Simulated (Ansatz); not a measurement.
# PtC: pressure up to the limit of the methods

Aim: compress PtC (CsCl type) step by step, far beyond the usual range, and follow pressure and electronic structure. The runs shown use PAW. Its runs: cell relaxed at zero pressure (PAW); volume scaled by 1 (PAW); volume scaled by 0.88 (PAW); volume scaled by 0.78 (PAW); volume scaled by 0.68 (PAW and PAW (source ansatz)); volume scaled by 0.58 (PAW); volume scaled by 0.5 (PAW); volume scaled by 0.43 (PAW and PAW (source ansatz)).

Program: Ansatz 0.2.0. Level of theory: DFT PBEsol, with the methods named in each step. These are calculated values, not measurements.

## 1. Starting point

The structure is cubic, space group Pm-3m (No. 221). Conventional cell: a = 2.714 Å, b = 2.714 Å, c = 2.714 Å, α = 90.00°, β = 90.00°, γ = 90.00°. Pt (site symmetry m-3m) is surrounded by 8 C at 2.35 Å. C (site symmetry m-3m) is surrounded by 8 Pt at 2.35 Å.

As a file:

```cif
data_structure
_symmetry_space_group_name_H-M 'Pm-3m'
_symmetry_Int_Tables_number 221
_cell_length_a 2.7144
_cell_length_b 2.7144
_cell_length_c 2.7144
_cell_angle_alpha 90.000
_cell_angle_beta 90.000
_cell_angle_gamma 90.000
_cell_volume 20.00
loop_
_atom_site_label
_atom_site_type_symbol
_atom_site_symmetry_multiplicity
_atom_site_Wyckoff_symbol
_atom_site_fract_x
_atom_site_fract_y
_atom_site_fract_z
_atom_site_occupancy
Pt1 Pt 1 a 0.00000 0.00000 0.00000 1
C1 C 1 b 0.50000 0.50000 0.50000 1
```

The file gives the conventional cell by its symmetry; the runs use the cell typed in the input.

Whether this phase is the stable one at these pressures isn't tested.

Atoms are numbered in the order of the input: Pt1, C2.

## 2. Cell relaxed at zero pressure, PAW

Input file input.yaml:

```yaml
crystal:
  lattice:
    - [2.7144176166, 0.0, 0.0]
    - [0.0, 2.7144176166, 0.0]
    - [0.0, 0.0, 2.7144176166]
  atoms:
    - { symbol: Pt, position: [0.0, 0.0, 0.0] }
    - { symbol: C, position: [0.5, 0.5, 0.5] }
kpoints:
  mp_grid: { grid: [14, 14, 14] }
scf:
  occupations: { method: fermi_dirac, width: 0.05 }
hamiltonian:
  xc: pbesol
  pseudopotentials: { kind: paw }
output:
  forces: true
  stress: true
relax:
  f_tol: 0.005
  max_steps: 40
  cell: {}
```

Started as:

```bash
ansatz run input.yaml --threads 1 --pin off --max-ram 2048MiB --backend cpu --events-out ev --progress --plain --runs-dir out
```

After this run come: Volume scaled by 1, PAW; Volume scaled by 0.88, PAW; Volume scaled by 0.78, PAW; Volume scaled by 0.68, PAW; Volume scaled by 0.68, PAW (source ansatz); Volume scaled by 0.58, PAW; Volume scaled by 0.5, PAW; Volume scaled by 0.43, PAW; Volume scaled by 0.43, PAW (source ansatz).

Before running it: what results should come out? Wanted: PAW pressure at 0.43 of the volume; fitted bulk modulus at zero pressure.

**Answer**, as computed:

| quantity | value |
| --- | --- |
| PAW pressure at 0.43 of the volume | 1610.4 GPa |
| fitted bulk modulus at zero pressure (PAW) | 286 GPa |
| its pressure derivative | 4.42 |

**Reading.** At 0.43 of the starting volume PAW gives 1610 GPa. A third-order Birch-Murnaghan curve fits the range only roughly (B₀ = 286 GPa, B′ = 4.42, misfit at most 21.10 GPa). A fit over so wide a range leans to the high pressures, so B₀ can be off by several per cent. No all-electron run checks these rows here, and frozen cores can fail under such compression. The ions are at rest, and the electrons smeared by 0.05 eV. Spin-orbit coupling is left out, though the cell holds Pt; in elements this heavy it can shift bands and gaps by tenths of an eV.
